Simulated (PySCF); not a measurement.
# H4Sn (stannane): the cost of one run

Programs: PySCF 2.14.0, with routines of our own; each step states its level. All values are computed. Atoms count from 0.

1 further run of the same task is left out (for a basis unfit for spin-orbit shieldings).

## (1) The starting structure

5 atoms, charge 0, multiplicity 1; geometry from: GFN2-xTB.

## (2) Geometry optimisation at PBE0-D3(BJ)/def2-SVP

Job settings and geometry (Å):

```
{"job": {"xc": "PBE0", "basis": "def2-SVP", "d3": "d3bj", "grid": 1, "maxiter": 30, "shake": 0.01, "kind": "geom"}, "charge": 0, "multiplicity": 1}
Sn     0.022320    -0.025110     0.000850
H     -1.078880     1.123380    -0.514400
H      0.232170    -1.095340    -1.206130
H     -0.558580    -0.759260     1.316370
H      1.416540     0.722350     0.365420
```

On the command line:

```bash
$ OMP_NUM_THREADS=1 python heavy_run.py task.json out
```

The driver reads the jobs from task.json and runs them one after another.

**Question.** How long does this first job take on 1 thread of Intel Xeon Platinum 8375C at 2.90GHz, shared host, and how much memory does it need?

About 5.5 s, with a peak of 0.27 GiB.
